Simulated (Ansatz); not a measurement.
# Ge(CF3)H3 (CH₃F₃Ge): inputs that go wrong

2 inputs were typed for Ge(CF3)H3 (CH₃F₃Ge). Each is run as it stands; the log then has to tell whether the result can be used.

Program: Ansatz 0.2.0, Gaussian basis. Level of theory: the settings change from run to run. These are calculated values, not measurements.

### 1 The relaxed structure

The structure was relaxed beforehand with PBE0-D4/def2-SVP.

8 atoms, charge 0, spin multiplicity 1.

Atoms are counted from 1 here; the program's logs count them from 0.

Bond lengths: Ge1–C2 1.995 Å, Ge1–H6 1.533 Å, Ge1–H7 1.533 Å, Ge1–H8 1.533 Å, C2–F3 1.339 Å, C2–F4 1.339 Å, C2–F5 1.339 Å. Angles: C2–Ge1–H6 107.5°, C2–Ge1–H7 107.5°, C2–Ge1–H8 107.5°, H6–Ge1–H7 111.4°, H6–Ge1–H8 111.4°, H7–Ge1–H8 111.4°, Ge1–C2–F3 111.5°, Ge1–C2–F4 111.5°, Ge1–C2–F5 111.6°, F3–C2–F4 107.3°, F3–C2–F5 107.3°, F4–C2–F5 107.3°.

### 2 Input 1

The input, in.yaml:

```yaml
crystal:
  periodic: [false, false, false]
  atoms:
    - {symbol: Ge, position_ang: [-0.002335, 0.002997, -1.009122]}
    - {symbol: C, position_ang: [0.002260, -0.003073, 0.986169]}
    - {symbol: F, position_ang: [-1.237825, 0.101432, 1.481144]}
    - {symbol: F, position_ang: [0.715730, 1.017576, 1.479174]}
    - {symbol: F, position_ang: [0.532319, -1.132296, 1.473564]}
    - {symbol: H, position_ang: [1.457810, -0.044507, -1.473802]}
    - {symbol: H, position_ang: [-0.691569, 1.294367, -1.464679]}
    - {symbol: H, position_ang: [-0.776401, -1.236497, -1.472448]}
basis:
  gaussian: {orbitals: LANL2DZ, final_grid: {core_spheres: 20, valence_spheres: 16, degree: 47}, nuclear_model: gaussian}
hamiltonian: {xc: {name: PBE0}, dispersion: d3bj, pseudopotentials: {relativity: none}}
scf: {lower_state_search: off}
output: {forces: true}
```

Started as:

```
> ansatz run in.yaml --threads 4 --pin off --events-out ev --progress --plain --max-ram 3916MiB
```

The program printed:

```text
Error: <dir> can't be read: No such file or directory (os error 2)
```

Run time: 0.05 s. Hardware: 4 threads of Arm Neoverse N1, shared host.

**Diagnosis.** The run ended at the input check. Its message: «<dir> can't be read: No such file or directory (os error 2)» No basis of that name is known. Fix: name a listed orbital basis.

### 3 Input 2

The input, in.yaml:

```yaml
crystal:
  periodic: [false, false, false]
  atoms:
    - {symbol: Ge, position_ang: [-0.002335, 0.002997, -1.009122]}
    - {symbol: C, position_ang: [0.002260, -0.003073, 0.986169]}
    - {symbol: F, position_ang: [-1.237825, 0.101432, 1.481144]}
    - {symbol: F, position_ang: [0.715730, 1.017576, 1.479174]}
    - {symbol: F, position_ang: [0.532319, -1.132296, 1.473564]}
    - {symbol: H, position_ang: [1.457810, -0.044507, -1.473802]}
    - {symbol: H, position_ang: [-0.476401, -1.186497, -1.422448]}
    - {symbol: H, position_ang: [-0.776401, -1.236497, -1.472448]}
basis:
  gaussian: {orbitals: cc-pVTZ-DK}
total_charge: 1
magnetization: {spin_polarized: true, initial_magnetization: 1}
hamiltonian: {xc: {name: BLYP}}
scf: {omitted_lower_state_checks: [starts]}
```

Same command.

The program printed (excerpt; [...] marks lines left out):

```text
Functional definition: BLYP
  name "BLYP"
  cite "Becke, Phys. Rev. A 38, 3098 (1988) doi:10.1103/PhysRevA.38.3098"
  cite "Lee, Yang & Parr, Phys. Rev. B 37, 785 (1988) doi:10.1103/PhysRevB.37.785"
[...]
1156 factors; their error is unknown
[...]
mean field -66335.64989540 eV, -2437.7901697376 hartree, gradient 3.1e-5 eV, S^2 0.750980; 0 other end points of the search recorded, 0 dependent functions left out
reference -66335.65017980 eV, -2437.7901801889 hartree; 34, 33 occupied and 171, 172 virtual orbitals, 1156 factors
Total energy: -66335.65017980 eV, -2437.7901801889 hartree
Relativity: scalar
Checks for a lower state left out: starts
```

It took 5.5 s on 4 threads of Arm Neoverse N1, shared host.

**Diagnosis.** The run converged, but a converged run isn't a right one. One atom was put on top of another. The shortest distance is 0.31 Å (H7–H8), against 1.34 Å in the relaxed molecule. It also asks for charge 1 and multiplicity 2, another species or state than the molecule above. Its energy is no property of the relaxed molecule. Cure: restore the atom's position, and set charge and spin to those of the species named.

### 4 How the tries ended

| input | level | ended | cause | time |
| --- | --- | --- | --- | --- |
| 1 | PBE0/LANL2DZ | refused | no basis of that name is known | 0.05 s |
| 2 | BLYP/cc-pVTZ-DK | converged | one atom was put on top of another | 5.5 s |

In words: 1 refused, 1 converged. A refusal costs next to no computing time. The dangerous case is the input that converges on a wrong geometry, charge, spin, basis or grid: often only a look at the input shows it.
